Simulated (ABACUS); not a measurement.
InAs in ABACUS: the effect of exact exchange share

The system is InAs.

```
CELL_PARAMETERS angstrom
0.00000 3.01800 3.01800
3.01800 0.00000 3.01800
3.01800 3.01800 0.00000
ATOMIC_POSITIONS crystal
In 0.00000 0.00000 0.00000
As 0.75000 0.75000 0.75000
```

Alike in all runs:

- Program: ABACUS 3.10.1
- Task: single point
- Potentials or basis: PseudoDojo NC SR 0.4.1 PBE standard
- Cutoff: 1361 eV
- Density cutoff: 5442 eV
- Basis: DZP LCAO (the cutoffs set its grid)
- k mesh: 4 × 4 × 4
- Occupations: fermi-dirac, width 0.05 eV
- Spin: no spin polarisation

```tsv
exact exchange share	functional	gap on the mesh (eV)
0.1	HSE-type (share 0.1, screening 0.11/bohr)	0.19
0.25	HSE-type (share 0.25, screening 0.11/bohr)	0.60
0.4	HSE-type (share 0.4, screening 0.11/bohr)	?
```

Question: What does the run with exact exchange share 0.4 give?

Answer: gap on the mesh 1.05 eV.

Caveats: all runs use coarse meshes; the atomic orbitals were generated for these runs and aren't a published set; the hybrid runs on potentials with a model core; gaps of hybrids in this basis differ from plane-wave ones by up to 0.1 eV; spin-orbit coupling is left out, which moves the levels of the heavy elements; the basis of atomic orbitals isn't converged, which shifts pressures, moduli and gaps.

Runs at the PBE level aren't shown here.
